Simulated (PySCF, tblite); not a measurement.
# C₄H₅N₂SeSi radical: geometry, infrared bands and EPR parameters

What infrared bands and EPR parameters should C₄H₅N₂SeSi radical (`[CH]1C[SiH]1c1cn[se]n1`) show?

Computed with tblite 0.8.0 and PySCF 2.14.0, with density-fitted response routines of our own, on a single molecule in the gas phase. Atoms count from 0, in the outputs and in this text.

**1. Starting geometry**

13 atoms, charge 0, multiplicity 2; geometry from: force field or distance geometry start.

Bonds of the start (Å): C0–C1 1.52, C1–Si2 1.84, Si2–C3 1.86, C3–C4 1.36, C4–N5 1.31, N5–Se6 1.70, Se6–N7 1.82, Si2–C0 1.85, N7–C3 1.32, C0–H8 1.11, C1–H9 1.11, C1–H10 1.12, Si2–H11 1.46, C4–H12 1.11.

**2. Optimising the geometry with GFN2-xTB**

What the job is given:

```
{"job": {"kind": "relax", "xc": "GFN2-xTB", "basis": "xTB"}, "charge": 0, "multiplicity": 2}
C     -1.754300     0.248100     1.065300
C     -2.130800    -0.694100    -0.065500
Si    -0.827500     0.526200    -0.506000
C      0.975500     0.070200    -0.432400
C      1.846400     0.727800     0.377500
N      3.087300     0.300900     0.335500
Se     3.240900    -1.008900    -0.736100
N      1.464900    -0.930800    -1.135100
H     -1.214300    -0.137200     1.949400
H     -1.919600    -1.775900     0.073500
H     -3.122500    -0.529000    -0.564800
H     -1.186900     1.618800    -1.399000
H      1.536400     1.584400     1.020100
```

The run is started by

```
> OMP_NUM_THREADS=1 python probes_run.py task.json out
```

The driver reads the jobs from task.json and runs them one after another.

The program printed:

```text
step      E/eV     max force
  0    -590.09813    2.665
  1    -590.32885    0.987
  2    -590.39657    0.590
  3    -590.43080    0.410
  4    -590.44221    0.382
  5    -590.46133    0.297
  6    -590.47147    0.253
  7    -590.47712    0.197
  8    -590.48321    0.211
  9    -590.48952    0.244
 10    -590.49519    0.222
 11    -590.50052    0.236
 12    -590.50546    0.197
 13    -590.50986    0.187
 14    -590.51315    0.162
 15    -590.51530    0.126
 16    -590.51713    0.135
 17    -590.51921    0.142
 18    -590.52144    0.134
 19    -590.52357    0.144
 20    -590.52542    0.138
 21    -590.52708    0.113
 22    -590.52878    0.121
 23    -590.53064    0.136
 24    -590.53247    0.123
 25    -590.53406    0.095
 26    -590.53550    0.095
 27    -590.53704    0.129
 28    -590.53874    0.142
 29    -590.54037    0.103
 30    -590.54166    0.115
 31    -590.54276    0.129
 32    -590.54408    0.128
 33    -590.54587    0.130
 34    -590.54843    0.145
 35    -590.55195    0.179
 36    -590.55630    0.193
 37    -590.56089    0.188
 38    -590.56496    0.217
 39    -590.56820    0.195
 40    -590.57095    0.152
 41    -590.57323    0.180
 42    -590.57459    0.253
 43    -590.57796    0.138
 44    -590.58014    0.109
 45    -590.58300    0.124
 46    -590.58757    0.174
 47    -590.59931    0.580
 48    -590.57454    1.249
 49    -590.63330    0.626
 50    -590.67398    0.610
 51    -590.77204    1.142
 52    -590.86223    1.075
 53    -590.99939    1.025
 54    -591.13845    1.270
 55    -591.22681    1.607
 56    -591.32048    1.183
 57    -591.41977    1.043
 58    -591.49975    0.690
 59    -591.55388    0.712
 60    -591.60254    0.880
 61    -591.62559    0.486
 62    -591.64262    0.511
 63    -591.65499    0.531
 64    -591.66999    0.423
 65    -591.68154    0.303
 66    -591.69164    0.288
 67    -591.70060    0.227
 68    -591.70746    0.192
 69    -591.71201    0.151
 70    -591.71579    0.167
 71    -591.72035    0.207
 72    -591.72612    0.221
 73    -591.73199    0.250
 74    -591.73761    0.183
 75    -591.74104    0.175
 76    -591.74394    0.162
 77    -591.74625    0.151
 78    -591.75052    0.161
 79    -591.75505    0.219
 80    -591.76080    0.228
 81    -591.76514    0.197
 82    -591.76931    0.159
 83    -591.77277    0.206
 84    -591.77446    0.408
 85    -591.78405    0.213
 86    -591.78960    0.163
 87    -591.79523    0.159
 88    -591.79786    0.174
 89    -591.80242    0.210
 90    -591.80720    0.188
 91    -591.81058    0.143
 92    -591.81225    0.150
 93    -591.81377    0.100
 94    -591.81536    0.095
 95    -591.81688    0.107
 96    -591.81818    0.105
 97    -591.81989    0.121
 98    -591.82243    0.104
 99    -591.82519    0.166
100    -591.83004    0.230
101    -591.83787    0.272
102    -591.83850    0.541
103    -591.85622    0.346
104    -591.86375    0.305
105    -591.86989    0.254
106    -591.87608    0.240
107    -591.88705    0.256
108    -591.89368    0.452
109    -591.90365    0.234
110    -591.91110    0.154
111    -591.91713    0.155
112    -591.91588    0.313
113    -591.92064    0.156
114    -591.92179    0.077
115    -591.92336    0.098
116    -591.92518    0.137
117    -591.92687    0.141
118    -591.93024    0.152
119    -591.93526    0.162
120    -591.94178    0.254
121    -591.94956    0.275
122    -591.95547    0.278
123    -591.95774    0.582
124    -591.96686    0.158
125    -591.96962    0.157
126    -591.97220    0.135
127    -591.97368    0.183
128    -591.97480    0.147
129    -591.97609    0.085
130    -591.97692    0.098
131    -591.97768    0.107
132    -591.97834    0.116
133    -591.97911    0.090
134    -591.98017    0.104
135    -591.98068    0.067
136    -591.98107    0.036
137    -591.98130    0.034
138    -591.98149    0.039
139    -591.98167    0.036
140    -591.98190    0.045
141    -591.98228    0.056
142    -591.98291    0.073
143    -591.98378    0.097
144    -591.98513    0.113
145    -591.98664    0.135
146    -591.98789    0.096
147    -591.98846    0.070
148    -591.98861    0.032
149    -591.98867    0.023
150    -591.98872    0.022
151    -591.98878    0.019
152    -591.98882    0.016
153    -591.98884    0.014
154    -591.98886    0.013
155    -591.98887    0.012
156    -591.98889    0.012
157    -591.98892    0.015
158    -591.98895    0.020
159    -591.98900    0.018
160    -591.98906    0.018
161    -591.98911    0.022
162    -591.98913    0.022
163    -591.98915    0.016
164    -591.98917    0.008
```

It took 1.3 s on 1 thread of Arm Neoverse V1, shared host; peak memory 0.18 GiB.

The steps of the relaxation: (not every step is listed)

```
step  energy from step 0 (eV)  largest force (eV/Å)
   0                   0.0000                2.6652
   1                  -0.2307                0.9870
   2                  -0.2984                0.5895
   3                  -0.3327                0.4104
   4                  -0.3441                0.3818
   5                  -0.3632                0.2974
   6                  -0.3733                0.2530
   7                  -0.3790                0.1967
   8                  -0.3851                0.2110
  23                  -0.4325                0.1362
  38                  -0.4668                0.2168
  53                  -0.9013                1.0247
  68                  -1.6093                0.1919
  83                  -1.6746                0.2056
  98                  -1.7243                0.1040
 113                  -1.8225                0.1556
 128                  -1.8767                0.1473
 143                  -1.8857                0.0974
 158                  -1.8908                0.0200
 159                  -1.8909                0.0179
 160                  -1.8909                0.0183
 161                  -1.8910                0.0220
 162                  -1.8910                0.0218
 163                  -1.8910                0.0157
 164                  -1.8910                0.0079
```

Distances of close pairs at the start and the end, largest changes first:

```
  bond  before (Å)  after (Å)  change (Å)
C1–Si2       1.839      2.818      +0.979
 C0–C1       1.519      1.338      -0.181
N5–Se6       1.699      1.784      +0.085
 C3–C4       1.359      1.422      +0.063
C1–H10       1.123      1.077      -0.046
Se6–N7       1.822      1.779      -0.043
C4–H12       1.115      1.079      -0.036
 C1–H9       1.111      1.078      -0.033
```

The final coordinates are the input of the step that follows.

**3. Harmonic vibrations with GFN2-xTB**

What the job is given:

```
{"job": {"kind": "ir", "xc": "GFN2-xTB", "basis": "xTB"}, "charge": 0, "multiplicity": 2}
C     -2.120996    -0.118094     0.421216
C     -2.139804    -1.397079     0.028366
Si    -0.607129     0.934959     0.418960
C      1.025205     0.313249    -0.127470
C      2.226347     1.073781    -0.149593
N      3.294023     0.462602    -0.569507
Se     2.868292    -1.215904    -1.000200
N      1.168632    -0.945205    -0.549567
H     -3.042684     0.338709     0.765588
H     -3.044219    -1.984019     0.044266
H     -1.246334    -1.888238    -0.318335
H     -0.677741     2.319742     0.861082
H      2.292021     2.105982     0.157465
```

The program printed:

```text
mode    cm-1     km/mol
  1      51.1      0.06
  2      68.4      0.20
  3     106.8      0.06
  4     175.2      5.21
  5     191.4      4.31
  6     244.6      1.16
  7     349.1      3.29
  8     385.7     22.67
  9     398.3     25.77
 10     488.3      7.23
 11     514.9     23.24
 12     563.5      0.66
 13     602.3     51.93
 14     614.3     25.92
 15     720.1     93.68
 16     782.0     17.96
 17     828.6      2.24
 18     879.4     10.83
 19     948.2     16.46
 20     985.1     17.76
 21    1013.2      6.89
 22    1132.7      8.29
 23    1263.8     38.56
 24    1272.0     34.48
 25    1307.0     46.52
 26    1391.9     10.42
 27    1447.1     34.52
 28    1567.9     77.33
 29    2338.4    213.44
 30    3014.2     13.60
 31    3076.7     23.99
 32    3087.8      9.71
 33    3126.5     37.60
```

Run time: 0.51 s. Hardware: 1 thread of Arm Neoverse V1, shared host; peak memory 0.18 GiB.

The strongest bands and the atoms that carry them (share of the mass-weighted mode):

```
cm⁻¹  km/mol              atoms
 602    51.9           H11 90 %
 720    93.7   N7 59 %, N5 33 %
1264    38.6   H8 38 %, C3 20 %
1307    46.5   C3 59 %, N7 21 %
1447    34.5   C4 54 %, N5 38 %
1568    77.3   C1 45 %, C0 40 %
2338   213.4           H11 97 %
3126    37.6  H10 73 %, H9 17 %
```

The optimised geometry no longer has the bonds of the starting formula, so what follows describes that rearranged structure.

**4. EPR parameters: B3LYP/def2-TZVP-core+pcH-1**

The job, as its differences from that of step 3:

```diff
@@ -1,2 +1,2 @@
-{"job": {"kind": "ir", "xc": "GFN2-xTB", "basis": "xTB"}, "charge": 0, "multiplicity": 2}
+{"job": {"kind": "epr", "basis": "pcH-1"}, "charge": 0, "multiplicity": 2}
 C     -2.120996    -0.118094     0.421216
```

With the program's defaults for keys left out, this is: UKS B3LYP, def2-TZVP-core on Se, pcH-1 on C H N Si, non-relativistic, mean-field spin-orbit, GIAO.

The program printed:

```text
UKS, coarse grid
  cycle   1  E = -2955.84748508  |g| = 1.52e+00
  cycle   2  E = -2955.68024268  |g| = 9.73e-01
  cycle   3  E = -2955.77758042  |g| = 6.80e-01
  cycle   4  E = -2955.95367475  |g| = 1.93e-01
  cycle   5  E = -2955.96783762  |g| = 8.44e-02
  cycle   6  E = -2955.97078864  |g| = 3.27e-02
  cycle   7  E = -2955.97125905  |g| = 1.10e-02
  cycle   8  E = -2955.97132820  |g| = 2.32e-03
  cycle   9  E = -2955.97133573  |g| = 2.16e-03
  cycle  10  E = -2955.97134170  |g| = 1.00e-03
  cycle  11  E = -2955.97134051  |g| = 4.39e-04
UKS, final grid
  cycle   1  E = -2955.97132460  |g| = 5.00e-04
  cycle   2  E = -2955.97132447  |g| = 8.22e-04
  cycle   3  E = -2955.97132479  |g| = 1.64e-04
  cycle   4  E = -2955.97132481  |g| = 9.01e-05
  cycle   5  E = -2955.97132484  |g| = 5.29e-05
  cycle   6  E = -2955.97132484  |g| = 3.42e-05
  cycle   7  E = -2955.97132484  |g| = 1.65e-05
E = -2955.97132484 Eh   <S^2> = 0.7682 (exact 0.7500)
g shifts (ppm)      1          2          3
  rmc          -155       -155       -155
  gc             35         -8         37
  oz_so        -810       -130       4847
  total        -930       -292       4730
hyperfine (MHz)  atom isotope    a_iso     a_fc   dipolar eigenvalues
    0   13C     -27.49     -27.50    -15.04      5.75      9.29
    1   13C      23.20      23.18    -21.99    -20.49     42.47
    2  29Si    -122.22    -123.98   -150.64     74.92     75.72
    3   13C     -26.03     -26.05    -10.27      3.53      6.74
    4   13C       2.74       2.70     -1.71     -1.43      3.13
    5   14N      -1.32      -1.39     -2.63      1.21      1.42
    6  77Se     -11.26      -4.51    -47.12    -34.70     81.82
    7   14N       8.31       7.88     -9.54     -8.95     18.49
    8    1H       5.45       5.45     -2.25     -2.09      4.33
    9    1H     -19.57     -19.58    -10.78     -0.38     11.16
   10    1H     -17.76     -17.74     -7.40     -1.65      9.04
   11    1H     -42.26     -42.23    -10.44      3.93      6.50
   12    1H      -1.14      -1.17     -1.20     -0.75      1.95
```

Run time: 3.8 min. Hardware: 1 thread of Arm Neoverse V1, shared host; peak memory 1.4 GiB.

Principal g values 2.00139, 2.00203, 2.00705; g(iso) = 2.00349, against 2.00232 for a free electron.

Hyperfine couplings, nucleus by nucleus at this fixed geometry (no averaging over rotations):

```
nuclei  isotope  a(iso) (MHz)  a(iso) (G, at g = 2.0023)  largest dipolar term (MHz)
   Si2     29Si        -122.2                      -43.6                      -150.6
   H11       1H         -42.3                      -15.1                       -10.4
    C0      13C         -27.5                       -9.8                       -15.0
    C3      13C         -26.0                       -9.3                       -10.3
    C1      13C          23.2                        8.3                        42.5
    H9       1H         -19.6                       -7.0                        11.2
   H10       1H         -17.8                       -6.3                         9.0
   Se6     77Se         -11.3                       -4.0                        81.8
    N7      14N           8.3                        3.0                        18.5
    H8       1H           5.4                        1.9                         4.3
    C4      13C           2.7                        1.0                         3.1
    N5      14N          -1.3                       -0.5                        -2.6
   H12       1H          -1.1                       -0.4                         2.0
```

Mulliken spin populations:

C0 -0.16; C1 0.28; Si2 0.80; C3 -0.10; C4 0.02; N5 -0.03; Se6 0.08; N7 0.18; H8 0.00; H9 -0.01; H10 -0.01; H11 -0.04; H12 0.00

Orbitals, density, ELF and potential are computed afterwards from the orbital file.

ELF in a plane through or near 13 of the atoms.

Ten even steps from '0' (0.00) to '9' (1.00):
```
0000000000000000000000000000
0000000000000000000000000000
0000000000001332000000000000
0000000000039999600000000000
0000000100069999810000000000
0000028981029999600156100000
0000049995006976311699710000
0000019996012185276999920000
0000002725668264692498300000
0015776527756932762450000000
0037993855443420148863310000
0037993730587510164949994000
0002446424723960799689995000
0000013762679950799638981000
0000035462336740398302310000
0000158766200100011000000000
0000026775100000000000000000
0000001221000000000000000000
0000000000000000000000000000
0000000000000000000000000000
```
The map spans 12.1 Å across and 10.3 Å up, centred on the molecule. Atoms in the plane (x, y in Å): C0 (2.1, 0.5), C1 (2.4, -0.8), Si2 (0.4, 1.1), C3 (-1.1, 0.0), C4 (-2.4, 0.4), N5 (-3.3, -0.5), Se6 (-2.5, -2.1), N7 (-0.9, -1.3), H8 (2.9, 1.2), H9 (3.5, -1.1), H10 (1.7, -1.6), H11 (0.1, 2.6), H12 (-2.7, 1.5).

log10 of the density (e/Å³) in the same plane.

Ten even steps from ' ' (-4.0) to '@' (2.3):
```
                                                        
                        ..........                      
                      ..::::::::....                    
                  ....::--====----::..                  
          ....::::::::--==++++++==--::::....            
        ..::--====----==++****++==----------::..        
        ::--==++++==--==++++**++++==========--::..      
      ..::--++****++====++**%%##++++++****++==::..      
    ..::--==++**##**********####****##****++--::..      
  ..::--==++****%%****%%****++++++**##****==--::..      
  ..--==++**##********%%**++++==++++******++==--::..    
  ..--==++**##**++++******++======++**@@****++==--..    
  ..::--==++**********%%##**++==++**********++==--..    
    ..::--==++%%@@##******++======++++++======--::..    
    ..::--==++%%%%**++++++====----======------::..      
      ::--==++++**++====----::::::::::::::....          
      ..::--========--::::....                          
        ..::::----::::..                                
          ......::....                                  
                                                        
```
The map spans 12.1 Å across and 10.3 Å up, centred on the molecule. Atoms in the plane (x, y in Å): C0 (2.1, 0.5), C1 (2.4, -0.8), Si2 (0.4, 1.1), C3 (-1.1, 0.0), C4 (-2.4, 0.4), N5 (-3.3, -0.5), Se6 (-2.5, -2.1), N7 (-0.9, -1.3), H8 (2.9, 1.2), H9 (3.5, -1.1), H10 (1.7, -1.6), H11 (0.1, 2.6), H12 (-2.7, 1.5).

On the surface of density 0.002 e/bohr³ the electrostatic potential runs, from the 1st to the 99th percentile, from -1.37 V near N5 to 1.24 V near H12.

The spin density lies nearest to Si2 38 %; C1 13 %; N7 12 %; H11 8 %.

**5. Results**

```
                                                                  quantity                    value
                                 strongest single infrared mode (GFN2-xTB)    2338 cm⁻¹, 213 km/mol
                                              zero-point energy (GFN2-xTB)            49.9 kcal/mol
                                                            g(iso) (B3LYP)                  2.00349
                                                                      ⟨S²⟩       0.768 (exact 0.75)
                                                            largest a(iso)  29Si on Si2, -122.2 MHz
potential on the surface of density 0.002 e/bohr³, 1st and 99th percentile       -1.37 V and 1.24 V
```

What this shows: The optimisation took 164 steps and gained 1.891 eV; among the close pairs (by a distance rule), C1–Si2 changed most, from 1.839 to 2.818 Å. The frame itself reshapes: C1···Si2 goes from 1.84 to 2.82 Å. All 33 modes are real, so the xTB geometry is a minimum. The strongest single mode, at 2338 cm⁻¹, moves mainly H11. GFN2-xTB is a fitted tight-binding method: band positions and strengths are rough. Its intensities can rank the bands wrongly. The structure rearranged or came apart on optimisation; the results belong to the end geometry, not to the formula as drawn. The largest share of the spin, 0.80 e, sits on Si2. The isotropic g lies 1.2 ppt above the free-electron value. The hyperfine terms hold no scalar relativity, which the heavier nuclei need. The conformer search found further structures of the same energy, which may be mirror or relabelled copies of this one.
